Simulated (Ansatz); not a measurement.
**C2H6BN: two geometries relaxed**

Program: Ansatz 0.2.0. Level of theory: UKS PBE-D4/def2-SVP. These are calculated values, not measurements.

## Step 1: The starting structure

Bond lengths: B1–N2 1.242 Å, N2–C3 1.403 Å, C3–C4 1.529 Å, B1–H5 1.141 Å, C3–H6 1.098 Å, C3–H7 1.098 Å, C4–H8 1.087 Å, C4–H9 1.088 Å, C4–H10 1.087 Å. Angles: B1–N2–C3 177.8°, N2–B1–H5 179.1°, N2–C3–C4 111.6°, N2–C3–H6 108.9°, N2–C3–H7 108.9°, C4–C3–H6 109.6°, C4–C3–H7 109.6°, H6–C3–H7 108.1°, C3–C4–H8 110.0°, C3–C4–H9 110.2°, C3–C4–H10 110.1°, H8–C4–H9 109.0°, H8–C4–H10 109.0°, H9–C4–H10 108.5°.

Structure file:

```xyz
10

B    -0.6900    1.6772   -1.3503
N    -0.0065    0.8977   -0.6673
C     0.7201   -0.0106    0.1174
C    -0.1916   -1.0587    0.7567
H    -1.3041    2.4026   -1.9812
H     1.4677   -0.5085   -0.5142
H     1.2522    0.5428    0.9024
H     0.3970   -1.7465    1.3588
H    -0.9309   -0.5756    1.3916
H    -0.7140   -1.6204   -0.0140
```

## Step 2: End point A

Contents of input.yaml:

```yaml
crystal:
  periodic: [false, false, false]
  atoms:
    - { symbol: B, position_ang: [-0.69003, 1.67724, -1.35027] }
    - { symbol: "N", position_ang: [-0.00646, 0.89771, -0.66728] }
    - { symbol: C, position_ang: [0.72014, -0.01063, 0.11739] }
    - { symbol: C, position_ang: [-0.19162, -1.05871, 0.7567] }
    - { symbol: H, position_ang: [-1.30409, 2.40257, -1.98116] }
    - { symbol: H, position_ang: [1.46771, -0.50847, -0.51424] }
    - { symbol: H, position_ang: [1.25222, 0.54283, 0.90243] }
    - { symbol: H, position_ang: [0.39703, -1.74652, 1.35882] }
    - { symbol: H, position_ang: [-0.93089, -0.57557, 1.39163] }
    - { symbol: H, position_ang: [-0.71401, -1.62045, -0.01402] }
magnetization:
  spin_polarized: true
basis:
  gaussian: { orbitals: def2-SVP }
hamiltonian:
  xc: pbe
  dispersion: d4
relax:
  f_tol: 0.02
  max_steps: 50
```

Launch:

```sh
ansatz run input.yaml --threads 2 --pin off --max-ram 3072MiB --backend cpu --events-out ev --progress --plain --runs-dir out
```

Q: Estimate wall time and peak memory on 2 threads of AMD EPYC 9R45 (Zen 5), shared host.

About 3.6 s, with a peak of 0.17 GiB.
